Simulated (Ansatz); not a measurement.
# Pb: the cost of one run

Method: DFT PBE+D3(BJ), scalar-relativistic, plane waves, PAW, in Ansatz 0.2.0.

### 1 The structure to begin with

It takes space group Fm-3m (No. 225, cubic). The conventional cell has a = 4.990 Å, b = 4.990 Å, c = 4.990 Å, α = 90.00°, β = 90.00°, γ = 90.00°. Pb (site symmetry m-3m) is surrounded by 12 Pb at 3.53 Å.

As a file:

```
CELL_PARAMETERS angstrom
0.00000 2.49475 2.49475
2.49475 0.00000 2.49475
2.49475 2.49475 0.00000
ATOMIC_POSITIONS crystal
Pb 0.00000 0.00000 0.00000
```

The structure comes from the Materials Project (structure only).

(A quick probe on a coarse mesh, which set the mesh and smearing, is not shown.)

### 3 Full relaxation

input.yaml reads:

```yaml
crystal:
  lattice:
    - [0.0, 2.4947547435, 2.4947547435]
    - [2.4947547435, 0.0, 2.4947547435]
    - [2.4947547435, 2.4947547435, 0.0]
  atoms:
    - { symbol: Pb, position: [0.0, 0.0, 0.0] }
basis:
  ecutwfc: 420
kpoints:
  mp_grid: { grid: [14, 14, 14] }
hamiltonian:
  xc: pbe
  dispersion: d3bj
scf:
  occupations: { method: gaussian, width: 0.1 }
output:
  forces: true
  stress: true
  eigenvalues: true
relax:
  adjacent_minimum: "off"
  f_tol: 0.005
  max_steps: 80
  cell: { stress_tol: 0.05 }
```

**Question.** How long does this run take on 2 threads of an x86-64 CPU, shared host, and how much memory does it need?

About 4 s, with a peak of 0.46 GiB.
